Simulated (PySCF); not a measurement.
**Towards the basis-set limit for GeCl**

What constants does extrapolated CCSD(T) give for GeCl, and what does each step add?

Program: PySCF 2.14.0. Level of theory: CCSD(T) on ROHF, scalar-relativistic core potentials. These are calculated values, not measurements.

2 further runs of the same task are left out: 2 set aside as unsound or not needed.

**1. Set-up**

```yaml
molecule: GeCl
state: doublet, unpaired electrons π ↑
smaller_basis: Ge cc-pwCVDZ-PP with ECP10, Cl aug-cc-pV(D+d)Z
larger_basis: Ge cc-pwCVTZ-PP with ECP10, Cl aug-cc-pV(T+d)Z
frozen_core_orbitals: 9
extrapolation: correlation as n⁻³ (n = 2, 3), Hartree–Fock as (n+1)·exp(−9√n)
corrections: none
distances_Å: 1.9249, 2.0124, 2.0999, 2.1874, 2.2749, 2.3842, 2.4936
masses_u: 73.9212, 34.9689
dissociation_limit: Ge + Cl
```

On the command line:

```bash
OMP_NUM_THREADS=4 python comp.py task.json out
```

**2. The runs**

Before running it: what results should come out? Wanted: for each run, Re; ωe; ωexe; αe; De.

As calculated:

| level | Re (Å) | ωe (cm⁻¹) | ωexe (cm⁻¹) | αe (cm⁻¹) | De (eV) |
| --- | --- | --- | --- | --- | --- |
| CCSD(T), smaller basis | 2.2108 | 379.4 | 1.13 | 0.000693 | 3.682 |
| CCSD(T), larger basis | 2.1763 | 401.3 | 1.28 | 0.000718 | 3.929 |
| HF/CBS | 2.1878 | 397.0 | 1.30 | 0.000725 | 2.887 |
| MP2/CBS | 2.1581 | 412.7 | 1.29 | 0.000715 | 4.140 |
| CCSD/CBS | 2.1662 | 409.2 | 1.30 | 0.000718 | 3.842 |
| CCSD(T)/CBS | 2.1688 | 406.6 | 1.30 | 0.000719 | 4.007 |

What this shows: The last step gives Re = 2.1688 Å, ωe = 406.6 cm⁻¹ and De = 4.007 eV; the smaller basis alone is off from it by +41.9 mÅ and -0.32 eV. Near the minimum the mean field binds by 2.89 eV and correlation adds 1.12 eV of binding. T1 is 0.016. Spin–orbit coupling and excitations beyond (T) are left out.
